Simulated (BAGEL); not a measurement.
**A workflow on singlet InSiH3ClO+**

Aim: a single-point energy (singlet InSiH3ClO+, HF/ANO-RCC-VDZP), then the energy (doublet InSiH3ClO, NEVPT2(3,3)/ANO-RCC-VDZP) of ClH3InOSi. 

Program for the calculation: BAGEL 1.2.2.

### Step 1. Starting point

InSiH3ClO+: 7 atoms, total charge +1, spin state singlet. SMILES of the parent species: `[SiH3][O][In][Cl]`. The Si1–H5 distance was set to 2.833 Å, away from the relaxed value. That shape belongs to the parent species and isn't relaxed for this state. At this shape a bond of the SMILES string is far longer than usual.

Bond lengths: Si1–O2 1.634 Å, O2–In3 1.993 Å, In3–Cl4 2.351 Å, Si1–H6 1.486 Å, Si1–H7 1.491 Å. Angles: Si1–O2–In3 137.3°, O2–In3–Cl4 115.6°, O2–Si1–H6 108.5°, O2–Si1–H7 111.6°, H6–Si1–H7 108.8°.

### Step 2. A single-point energy at HF/ANO-RCC-VDZP (DKH2, density fitting with AutoAux) (run 1)

hf.json

```json
{ "bagel": [

{
  "title": "molecule",
  "basis": "ano-rcc-vdzp.json",
  "df_basis": "ano-rcc-vdzp-autoaux.json",
  "angstrom": true,
  "dkh": true,
  "geometry": [
    { "atom": "Si", "xyz": [      -0.415032,       0.366204,       1.465272 ] },
    { "atom": "O", "xyz": [      -0.227932,      -1.219996,       1.118972 ] },
    { "atom": "In", "xyz": [      -0.869232,      -2.501696,      -0.266128 ] },
    { "atom": "Cl", "xyz": [      -0.100932,      -4.711596,      -0.036728 ] },
    { "atom": "H", "xyz": [       0.496200,       2.009500,      -0.655300 ] },
    { "atom": "H", "xyz": [       0.372068,       0.679404,       2.686372 ] },
    { "atom": "H", "xyz": [      -1.845032,       0.707704,       1.714372 ] }
  ]
},

{ "title": "hf", "charge": 1 },

{ "title": "print", "file": "orbitals.molden", "orbitals": true }

]}
```

The basis set ANO-RCC-VDZP is read from a file made from the Basis Set Exchange's data (not shown).

Launch:

```bash
$ BAGEL_NUM_THREADS=1 BAGEL hf.json > hf.out
```

The program printed:

```text
* using 1 threads per process

  ===============================================================
  ===============================================================

  *** Geometry ***

  { "atom" : "Si", "xyz" : [     -0.784297,      0.692025,      2.768963 ] },
  { "atom" : "O", "xyz" : [     -0.430729,     -2.305458,      2.114551 ] },
  { "atom" : "In", "xyz" : [     -1.642610,     -4.727520,     -0.502909 ] },
  { "atom" : "Cl", "xyz" : [     -0.190734,     -8.903626,     -0.069406 ] },
  { "atom" : "H", "xyz" : [      0.937682,      3.797405,     -1.238338 ] },
  { "atom" : "H", "xyz" : [      0.703107,      1.283887,      5.076507 ] },
  { "atom" : "H", "xyz" : [     -3.486605,      1.337367,      3.239694 ] },

  Number of auxiliary basis functions:     1233

  Since a DF basis is specified, we compute 2- and 3-index integrals:
    o Being stored without compression. Storage requirement is 0.115 GB

  Number of basis functions:      108
  Number of electrons      :       91

    * METHOD: MOLECULE                             3.47

  *** RHF ***

  === Nuclear Repulsion ===
   518.2499978127

      * DIIS with orbital gradients will be used.

  === RHF iteration (ano-rcc-vdzp.json) ===
      0      -6703.54548043          0.01826993           0.95
      1      -6703.57836848          0.01928860           0.96
      2      -6703.84146367          0.00179753           0.98
      3      -6703.84583282          0.00060654           0.98
      4      -6703.84670809          0.00019559           0.95
      5      -6703.84698684          0.00012930           0.95
      6      -6703.84714273          0.00009342           0.94
      7      -6703.84732707          0.00004930           0.96
      8      -6703.84739584          0.00003167           0.96
      9      -6703.84742506          0.00001734           0.95
     10      -6703.84743281          0.00000953           0.97
     11      -6703.84743574          0.00000442           0.96
     12      -6703.84743600          0.00000215           0.98
     13      -6703.84743606          0.00000111           0.97
     14      -6703.84743607          0.00000067           0.97
     15      -6703.84743608          0.00000044           0.99
     16      -6703.84743608          0.00000034           0.98
     17      -6703.84743609          0.00000027           0.97
     18      -6703.84743609          0.00000016           0.96
     19      -6703.84743609          0.00000008           0.97
     20      -6703.84743609          0.00000004           0.97
     21      -6703.84743609          0.00000002           0.97
     22      -6703.84743609          0.00000001           0.98
     23      -6703.84743609          0.00000001           0.97
    * SCF iteration converged.

    * Permanent dipole moment:
           (    1.636197,     0.352073,     0.961337) a.u.

    * METHOD: HF                                  25.93

    * METHOD: PRINT                                0.02

  ===============================================================
```

Wall time 30 s (1 thread of Arm Neoverse V2, shared host); peak memory 0.44 GiB.

### Step 3. Doublet neutral InSiH3ClO: the energy at NEVPT2(3,3)/ANO-RCC-VDZP (DKH2, density fitting with AutoAux) (run 2)

input.json

```json
{ "bagel": [

{
  "title": "molecule",
  "basis": "ano-rcc-vdzp.json",
  "df_basis": "ano-rcc-vdzp-autoaux.json",
  "angstrom": true,
  "dkh": true,
  "geometry": [
    { "atom": "Si", "xyz": [      -0.415032,       0.366204,       1.465272 ] },
    { "atom": "O", "xyz": [      -0.227932,      -1.219996,       1.118972 ] },
    { "atom": "In", "xyz": [      -0.869232,      -2.501696,      -0.266128 ] },
    { "atom": "Cl", "xyz": [      -0.100932,      -4.711596,      -0.036728 ] },
    { "atom": "H", "xyz": [       0.496200,       2.009500,      -0.655300 ] },
    { "atom": "H", "xyz": [       0.372068,       0.679404,       2.686372 ] },
    { "atom": "H", "xyz": [      -1.845032,       0.707704,       1.714372 ] }
  ]
},

{
  "title": "hf",
  "charge": 1
},

{
  "title": "casscf",
  "nstate": 1,
  "nact": 3,
  "nclosed": 44,
  "nspin": 1,
  "active": [45, 46, 48],
  "maxiter": 200,
  "natocc": true
},

{
  "title": "nevpt2",
  "nstate": 1,
  "nact": 3,
  "nclosed": 44,
  "nspin": 1,
  "active": [45, 46, 48],
  "maxiter": 200,
  "natocc": true,
  "ncore": 29
},

{
  "title": "print",
  "file": "orbitals.molden",
  "orbitals": true
}

]}
```

The basis set ANO-RCC-VDZP is read from a file made from the Basis Set Exchange's data (not shown).

Launch:

```bash
$ BAGEL_NUM_THREADS=1 BAGEL input.json > input.out
```

The program printed:

```text
* using 1 threads per process

  ===============================================================
  ===============================================================

  *** Geometry ***

  { "atom" : "Si", "xyz" : [     -0.784297,      0.692025,      2.768963 ] },
  { "atom" : "O", "xyz" : [     -0.430729,     -2.305458,      2.114551 ] },
  { "atom" : "In", "xyz" : [     -1.642610,     -4.727520,     -0.502909 ] },
  { "atom" : "Cl", "xyz" : [     -0.190734,     -8.903626,     -0.069406 ] },
  { "atom" : "H", "xyz" : [      0.937682,      3.797405,     -1.238338 ] },
  { "atom" : "H", "xyz" : [      0.703107,      1.283887,      5.076507 ] },
  { "atom" : "H", "xyz" : [     -3.486605,      1.337367,      3.239694 ] },

  Number of auxiliary basis functions:     1233

  Since a DF basis is specified, we compute 2- and 3-index integrals:
    o Being stored without compression. Storage requirement is 0.115 GB

  Number of basis functions:      108
  Number of electrons      :       91

    * METHOD: MOLECULE                             3.54

  *** RHF ***

  === Nuclear Repulsion ===
   518.2499978127

      * DIIS with orbital gradients will be used.

  === RHF iteration (ano-rcc-vdzp.json) ===
      0      -6703.54548043          0.01826993           0.98
      1      -6703.57836848          0.01928860           0.98
      2      -6703.84146367          0.00179753           0.99
      3      -6703.84583282          0.00060654           0.98
      4      -6703.84670809          0.00019559           0.96
      5      -6703.84698684          0.00012930           0.96
      6      -6703.84714273          0.00009342           0.96
      7      -6703.84732707          0.00004930           0.95
      8      -6703.84739584          0.00003167           0.97
      9      -6703.84742506          0.00001734           0.96
     10      -6703.84743281          0.00000953           0.96
     11      -6703.84743574          0.00000442           0.96
     12      -6703.84743600          0.00000215           0.97
     13      -6703.84743606          0.00000111           0.95
     14      -6703.84743607          0.00000067           0.93
     15      -6703.84743608          0.00000044           0.95
     16      -6703.84743608          0.00000034           0.92
     17      -6703.84743609          0.00000027           0.89
     18      -6703.84743609          0.00000016           0.94
     19      -6703.84743609          0.00000008           0.90
     20      -6703.84743609          0.00000004           0.91
     21      -6703.84743609          0.00000002           0.89
     22      -6703.84743609          0.00000001           0.93
     23      -6703.84743609          0.00000001           0.92
    * SCF iteration converged.

    * Permanent dipole moment:
           (    1.636197,     0.352073,     0.961337) a.u.

    * METHOD: HF                                  25.48

  ---------------------------
      CASSCF calculation
  ---------------------------

    ==== Active orbitals : =====
         Orbital 45
         Orbital 46
         Orbital 48
    ============================

    * nstate   :      1
    * nclosed  :     44
    * nact     :      3
    * nvirt    :     61
  === CASSCF iteration (ano-rcc-vdzp.json) ===

    * Using the second-order algorithm

      0  0     -6704.18599575     9.20e-03      0.30

      1  0     -6704.23784581     7.40e-04      4.20

      2  0     -6704.23872533     1.66e-04      4.35

      3  0     -6704.23876413     5.97e-05      4.39

      4  0     -6704.23876883     2.09e-05      4.25

      5  0     -6704.23876939     7.27e-06      4.24

      6  0     -6704.23876946     2.53e-06      4.24

      7  0     -6704.23876947     8.78e-07      4.20

      8  0     -6704.23876947     3.05e-07      4.18

      9  0     -6704.23876948     1.06e-07      3.95

     10  0     -6704.23876947     3.69e-08      3.71

     11  0     -6704.23876947     1.28e-08      3.60

     12  0     -6704.23876947     4.45e-09      3.38

    * Second-order optimization converged. *

     guess   0:   closed 1..                  open .1.

  === FCI iteration ===

      0  0     -6704.17793084     5.05e-02      0.00
      1  0     -6704.23305809     1.45e-02      0.00
      2  0     -6704.23876648     3.45e-04      0.00
      3  0     -6704.23876907     7.28e-05      0.00
      4  0     -6704.23876940     4.36e-05      0.00
      5  0     -6704.23876947     1.23e-05      0.00
      6  0     -6704.23876947     2.48e-06      0.00
      7  0 *   -6704.23876947     8.70e-16      0.00

     * ci vector, state   0, <S^2> = 0.7500
       2a.    -0.9269421377
       .a2    -0.3749944918

    * METHOD: CASSCF                              52.40

    * freezing 29 orbitals

  === DF-NEVPT2 calculation ===

    * 3-index integral transformation done
    * assembly done

      NEVPT2 correlation energy:   -0.8490377706      0.38

          (+0)     -0.7165027551
          (+0)'    -0.0425874179
          (+1)     -0.0261732712
          (+1)'    -0.0045353818
          (+2)     -0.0004329175
          (-1)     -0.0496169316
          (-1)'    -0.0064028084
          (-2)     -0.0027862870

      NEVPT2 total energy:       -6705.0878072440

    * METHOD: NEVPT2                               1.74

    * METHOD: PRINT                                0.02

  ===============================================================
```

It took 83 s on 1 thread of Arm Neoverse V2, shared host; peak memory 0.47 GiB.

### Step 4. What came out

| quantity | value |
| --- | --- |
| run 1, HF/ANO-RCC-VDZP: total energy | -6703.84744 Eh |
| run 1, HF/ANO-RCC-VDZP: HOMO energy | -12.20 eV |
| run 1, HF/ANO-RCC-VDZP: LUMO energy | -8.42 eV |
| run 1, HF/ANO-RCC-VDZP: HOMO–LUMO gap | 3.78 eV |
| doublet neutral InSiH3ClO: total energy | -6705.08781 Eh |
